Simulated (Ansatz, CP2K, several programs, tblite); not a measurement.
Energy against volume for In2GaP3 as one 6-atom ordering (P3m1) on the zincblende lattice, at fixed shape and fractional coordinates, computed by several methods (PBE and r2SCAN, where shown, with plane waves in Ansatz); the cell shown is that of r2SCAN. With free coordinates or axes held, a curve is too stiff, and on another method's shape its minimum isn't the method's own volume. Space group P3m1 (No. 156), trigonal; a = 4.071 Å, c = 10.000 Å in the conventional setting, 23.92 Å³ an atom. Ga has 4 P at 2.36–2.46 Å; In has 4 P at 2.52–2.56 Å; In has 4 P at 2.52–2.54 Å; P has 3 Ga at 2.46 Å and 1 In at 2.56 Å; P has 4 In at 2.52–2.54 Å; P has 1 Ga at 2.36 Å and 3 In at 2.52 Å. Simulation only: spin-unpolarised, and no claim that this is the phase found in nature. Energies count from each curve's lowest point; fits are third-order Birch-Murnaghan.

```cif
data_structure
_symmetry_space_group_name_H-M 'P3m1'
_symmetry_Int_Tables_number 156
_cell_length_a 4.0706
_cell_length_b 4.0706
_cell_length_c 9.9997
_cell_angle_alpha 90.000
_cell_angle_beta 90.000
_cell_angle_gamma 120.000
_cell_volume 143.49
loop_
_atom_site_label
_atom_site_type_symbol
_atom_site_symmetry_multiplicity
_atom_site_Wyckoff_symbol
_atom_site_fract_x
_atom_site_fract_y
_atom_site_fract_z
_atom_site_occupancy
Ga1 Ga 1 a 0.00000 0.00000 0.00091 1
In1 In 1 c 0.66667 0.33333 0.67367 1
In2 In 1 b 0.33333 0.66667 0.32749 1
P1 P 1 c 0.66667 0.33333 0.92956 1
P2 P 1 b 0.33333 0.66667 0.58186 1
P3 P 1 a 0.00000 0.00000 0.23652 1
```

GFN2-xTB (tblite), on the shape of the cell shown, as a cluster of 54 atoms at the zone centre:

| V (Å³/atom) | E (meV/atom) |
| --- | --- |
| 21.046 | 207.64 |
| 22.481 | 93.02 |
| 23.916 | 31.93 |
| 25.351 | 16.06 |
| 26.786 | 0.00 |

The lowest point is an end point, so the minimum isn't bracketed.

PBE/SZV (CP2K), on the shape of the cell shown:
```csv
V (Å³/atom),E (meV/atom)
21.046,246.15
22.481,104.15
23.916,27.14
25.351,0.00
26.786,6.19
```
The points scatter about a smooth fit, so no fit is quoted.

light PBE (260 eV, its own mesh), on the shape of the cell shown:

| V (Å³/atom) | E (meV/atom) |
| --- | --- |
| 22.002 | 65.26 |
| 22.959 | 21.44 |
| 23.916 | 1.60 |
| 24.872 | 0.00 |
| 25.829 | 13.99 |
| 26.786 | 34.76 |

The points scatter about a smooth fit, as a low cutoff and a light mesh can make them, so no fit is quoted.

PBE/DZVP (CP2K), on the shape of the cell shown:
```
V (Å³/atom)  E (meV/atom)
     21.046        147.62
     22.481         46.77
     23.916          1.90
     25.351          0.00
     26.786         25.82
```
The points scatter about a smooth fit, so no fit is quoted.

PBE, on the shape of its own relaxed cell:
```tsv
V (Å³/atom)	E (meV/atom)
23.097	20.11
23.834	4.78
24.571	0.00
25.308	4.11
26.046	15.72
```
V₀ = 24.58 Å³ an atom and B₀ = 64 GPa.
